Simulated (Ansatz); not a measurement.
# C2H9ClOSi2: one species, many methods

An exercise on one series of results from a longer session: the logs are not shown, and one member is left open.

Computed with Ansatz 0.2.0, Gaussian basis. Level: functionals in def2-TZVPP, the program's frozen cores in correlated methods.

The runs, in order: LDA (SPW92), PBE-D4, revPBE-D4, BLYP-D4, r2SCAN-D4, B97M-V, PBE0-D4, B3LYP-D4, r2SCANh-D4, r2SCAN0-D4, HSE06-D4, BHLYP-D4, CAM-B3LYP-D4, LC-ωPBE, ωB97X-V, ωB97M-V, B2PLYP, PBE-QIDH; CCSD(T)/def2-SVP; CCSD(T)/def2-TZVPP; MP2/def2-QZVPP; extrapolation to the limit; RPA on PBE.

## Structure used throughout

An earlier PBE0-D4 in a triple-zeta def2 set relaxation fixed the geometry.

SMILES `CC[SiH](Cl)O[SiH3]`, 15 atoms, charge 0, spin multiplicity 1.

Atoms are counted from 1 here; the program's logs count them from 0.

Bond lengths: C1–C2 1.526 Å, C1–H7 1.092 Å, C1–H8 1.092 Å, C1–H9 1.092 Å, C2–Si3 1.853 Å, C2–H10 1.096 Å, C2–H11 1.097 Å, Si3–Cl4 2.066 Å, Si3–O5 1.626 Å, Si3–H12 1.481 Å, O5–Si6 1.641 Å, Si6–H13 1.486 Å, Si6–H14 1.483 Å, Si6–H15 1.484 Å. Angles: C2–C1–H7 111.3°, C2–C1–H8 111.3°, C2–C1–H9 111.2°, H7–C1–H8 107.6°, H7–C1–H9 107.6°, H8–C1–H9 107.7°, C1–C2–Si3 114.3°, C1–C2–H10 110.9°, C1–C2–H11 110.7°, Si3–C2–H10 107.6°, Si3–C2–H11 106.8°, H10–C2–H11 106.1°, C2–Si3–Cl4 109.4°, C2–Si3–O5 110.0°, C2–Si3–H12 112.9°, Cl4–Si3–O5 108.5°, Cl4–Si3–H12 106.4°, O5–Si3–H12 109.5° and more.

Geometry (Å):

```xyz
15
C2H9ClOSi2
C     0.27055    1.30973   -1.65082
C     0.57653   -0.18523   -1.64429
Si   -0.20859   -1.11810   -0.24868
Cl   -2.26325   -0.95210   -0.38179
O     0.26787   -0.49359    1.17524
Si   -0.21327   -0.11786    2.69848
H     0.61269    1.78797   -0.73031
H     0.76309    1.81099   -2.48694
H    -0.80246    1.49368   -1.73871
H     0.25238   -0.65476   -2.57975
H     1.65714   -0.35961   -1.57454
H     0.09741   -2.56676   -0.28095
H    -0.82359   -1.30236    3.35514
H     0.99102    0.30600    3.45292
H    -1.19934    0.99110    2.66429
```

The first run:

Contents of in.yaml:

```yaml
crystal:
  periodic: [false, false, false]
  atoms:
    - {symbol: C, position_ang: [0.270550, 1.309730, -1.650823]}
    - {symbol: C, position_ang: [0.576533, -0.185229, -1.644287]}
    - {symbol: Si, position_ang: [-0.208590, -1.118101, -0.248676]}
    - {symbol: Cl, position_ang: [-2.263247, -0.952100, -0.381787]}
    - {symbol: O, position_ang: [0.267872, -0.493593, 1.175238]}
    - {symbol: Si, position_ang: [-0.213268, -0.117864, 2.698476]}
    - {symbol: H, position_ang: [0.612691, 1.787971, -0.730308]}
    - {symbol: H, position_ang: [0.763095, 1.810988, -2.486940]}
    - {symbol: H, position_ang: [-0.802457, 1.493685, -1.738708]}
    - {symbol: H, position_ang: [0.252377, -0.654756, -2.579746]}
    - {symbol: H, position_ang: [1.657137, -0.359614, -1.574539]}
    - {symbol: H, position_ang: [0.097413, -2.566761, -0.280950]}
    - {symbol: H, position_ang: [-0.823587, -1.302362, 3.355138]}
    - {symbol: H, position_ang: [0.991021, 0.306003, 3.452918]}
    - {symbol: H, position_ang: [-1.199341, 0.991102, 2.664293]}
basis:
  gaussian: {orbitals: def2-TZVPP}
hamiltonian: {xc: lda}
output: {orbitals: {seedname: orbitals}}
```

Among the steps run: LDA; PBE-D4 (GGA); revPBE-D4 (GGA); BLYP-D4 (GGA); r2SCAN-D4 (meta-GGA); B97M-V (meta-GGA); PBE0-D4 (hybrid); B3LYP-D4 (hybrid); r2SCANh-D4 (hybrid); r2SCAN0-D4 (hybrid); HSE06-D4 (hybrid); BHLYP-D4 (hybrid); CAM-B3LYP-D4 (range-separated); LC-ωPBE (range-separated); ωB97X-V (range-separated); ωB97M-V (range-separated); B2PLYP (double hybrid); PBE-QIDH (double hybrid).

One table of the session follows, with a row left open; its other results are not shown here.

It belongs to the step «Frontier levels by functional». 

```
  functional  HOMO (eV)  gap (eV)
 LDA (SPW92)      -7.08      6.01
      PBE-D4      -7.00      6.21
   revPBE-D4      -6.96      6.30
     BLYP-D4      -6.91      6.26
   r2SCAN-D4      -7.32      6.94
      B97M-V      -7.45      6.80
     PBE0-D4      -8.33      8.41
    B3LYP-D4      -8.13      8.00
  r2SCANh-D4      -7.81      7.72
  r2SCAN0-D4      -8.54      8.87
    HSE06-D4      -7.93      7.63
    BHLYP-D4      -9.60     10.53
CAM-B3LYP-D4      -9.72     10.76
     LC-ωPBE     -11.05     13.29
     ωB97X-V     -10.72     12.78
     ωB97M-V          ?         ?
```

**Question.** Estimate the row for ωB97M-V.

The run gave: HOMO (eV): -10.57; gap (eV): 12.29. In the column «HOMO (eV)» it lies between ωB97X-V (-10.72) and CAM-B3LYP-D4 (-9.72).
